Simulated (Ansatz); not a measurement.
# SiH12N4F4: the cost of one run

Computed with Ansatz 0.2.0 (DFT, PBE, plane-wave PAW, default files, scalar-relativistic, as far as a step names no other, unless a step's input says otherwise).

## 1. The system as given

Symmetry: Cmce, No. 64, orthorhombic system. The conventional cell has a = 7.235 Å, b = 8.180 Å, c = 13.680 Å, α = 90.00°, β = 90.00°, γ = 90.00°. Si (site symmetry 2/m) is surrounded by 4 F at 1.72 Å and 2 N at 1.90 Å. H (site symmetry 1) is surrounded by 1 N at 1.03 Å. Around H (site symmetry m) lie 1 N at 1.06 Å. Around H (site symmetry m) lie 1 N at 1.02 Å. H (site symmetry 1) has 1 N at 1.02 Å as nearest neighbours. Around N (site symmetry m) lie 3 H at 1.03 to 1.06 Å. N (site symmetry m) has 3 H at 1.02 Å as nearest neighbours. F (site symmetry 1) has 1 Si at 1.72 Å as nearest neighbours.

As a file:

```
CELL_PARAMETERS angstrom
3.61769 -4.09011 0.00000
3.61769 4.09011 0.00000
0.00000 0.00000 13.67997
ATOMIC_POSITIONS crystal
Si 0.00000 0.00000 0.00000
Si 0.50000 0.50000 0.50000
H 0.37262 0.85623 0.07134
H 0.85623 0.37262 0.92866
H 0.35623 0.87262 0.57134
H 0.87262 0.35623 0.42866
H 0.62738 0.14377 0.92866
H 0.14377 0.62738 0.07134
H 0.64377 0.12737 0.42866
H 0.12737 0.64377 0.57134
H 0.15342 0.84658 0.15867
H 0.84658 0.15342 0.84133
H 0.34658 0.65342 0.65867
H 0.65342 0.34658 0.34133
H 0.22011 0.77989 0.33094
H 0.77989 0.22011 0.66906
H 0.27989 0.72011 0.83094
H 0.72011 0.27989 0.16906
H 0.93665 0.83834 0.31551
H 0.83834 0.93665 0.68449
H 0.33834 0.43665 0.81551
H 0.43665 0.33834 0.18449
H 0.06335 0.16166 0.68449
H 0.16166 0.06335 0.31551
H 0.66166 0.56335 0.18449
H 0.56335 0.66166 0.81551
N 0.18564 0.81436 0.08343
N 0.81436 0.18564 0.91657
N 0.31436 0.68564 0.58343
N 0.68564 0.31436 0.41657
N 0.11324 0.88676 0.29212
N 0.88676 0.11324 0.70788
N 0.38676 0.61324 0.79212
N 0.61324 0.38676 0.20788
F 0.25631 0.08008 0.92798
F 0.08008 0.25631 0.07202
F 0.58008 0.75631 0.42798
F 0.75631 0.58008 0.57202
F 0.74369 0.91992 0.07202
F 0.91992 0.74369 0.92798
F 0.41992 0.24369 0.57202
F 0.24369 0.41992 0.42798
```

## 2. First run, atoms as given

File input.yaml:

```yaml
crystal:
  lattice:
    - [3.617686, -4.090106, 0.0]
    - [3.617686, 4.090106, 0.0]
    - [0.0, 0.0, 13.679973]
  atoms:
    - { symbol: Si, position: [0.0, 0.0, 0.0] }
    - { symbol: Si, position: [0.5, 0.5, 0.5] }
    - { symbol: H, position: [0.372625, 0.856232, 0.071338] }
    - { symbol: H, position: [0.856232, 0.372625, 0.928662] }
    - { symbol: H, position: [0.356232, 0.872625, 0.571338] }
    - { symbol: H, position: [0.872625, 0.356232, 0.428662] }
    - { symbol: H, position: [0.627375, 0.143768, 0.928662] }
    - { symbol: H, position: [0.143768, 0.627375, 0.071338] }
    - { symbol: H, position: [0.643768, 0.127375, 0.428662] }
    - { symbol: H, position: [0.127375, 0.643768, 0.571338] }
    - { symbol: H, position: [0.153423, 0.846577, 0.158672] }
    - { symbol: H, position: [0.846577, 0.153423, 0.841328] }
    - { symbol: H, position: [0.346577, 0.653423, 0.658672] }
    - { symbol: H, position: [0.653423, 0.346577, 0.341328] }
    - { symbol: H, position: [0.220107, 0.779893, 0.330943] }
    - { symbol: H, position: [0.779893, 0.220107, 0.669057] }
    - { symbol: H, position: [0.279893, 0.720107, 0.830943] }
    - { symbol: H, position: [0.720107, 0.279893, 0.169057] }
    - { symbol: H, position: [0.93665, 0.838336, 0.315507] }
    - { symbol: H, position: [0.838336, 0.93665, 0.684493] }
    - { symbol: H, position: [0.338336, 0.43665, 0.815507] }
    - { symbol: H, position: [0.43665, 0.338336, 0.184493] }
    - { symbol: H, position: [0.06335, 0.161664, 0.684493] }
    - { symbol: H, position: [0.161664, 0.06335, 0.315507] }
    - { symbol: H, position: [0.661664, 0.56335, 0.184493] }
    - { symbol: H, position: [0.56335, 0.661664, 0.815507] }
    - { symbol: "N", position: [0.185644, 0.814356, 0.083432] }
    - { symbol: "N", position: [0.814356, 0.185644, 0.916568] }
    - { symbol: "N", position: [0.314356, 0.685644, 0.583432] }
    - { symbol: "N", position: [0.685644, 0.314356, 0.416568] }
    - { symbol: "N", position: [0.113241, 0.886759, 0.29212] }
    - { symbol: "N", position: [0.886759, 0.113241, 0.70788] }
    - { symbol: "N", position: [0.386759, 0.613241, 0.79212] }
    - { symbol: "N", position: [0.613241, 0.386759, 0.20788] }
    - { symbol: F, position: [0.256314, 0.080081, 0.92798] }
    - { symbol: F, position: [0.080081, 0.256314, 0.07202] }
    - { symbol: F, position: [0.580081, 0.756314, 0.42798] }
    - { symbol: F, position: [0.756314, 0.580081, 0.57202] }
    - { symbol: F, position: [0.743686, 0.919919, 0.07202] }
    - { symbol: F, position: [0.919919, 0.743686, 0.92798] }
    - { symbol: F, position: [0.419919, 0.243686, 0.57202] }
    - { symbol: F, position: [0.243686, 0.419919, 0.42798] }
kpoints:
  mp_grid: { grid: [4, 4, 2] }
scf:
  occupations: { method: fermi_dirac, width: 0.02 }
hamiltonian:
  xc: pbe
  pseudopotentials: { kind: paw }
output:
  forces: true
  stress: true
  populations: true
  efg:
    quadrupole_moments_barn: { H: 0.00285783, "N": 0.02044 }
    contact_densities: true
  write_density: true
  write_potential: true
  elf: true
  volumetric_format: npy
```

Started as:

```bash
$ ansatz run input.yaml --threads 1 --pin off --max-ram 2560MiB --backend cpu --events-out ev --progress --plain --runs-dir out
```

Q: Estimate wall time and peak memory on 1 thread of Arm Neoverse V2, shared host.

About 67 s, with a peak of 0.96 GiB.
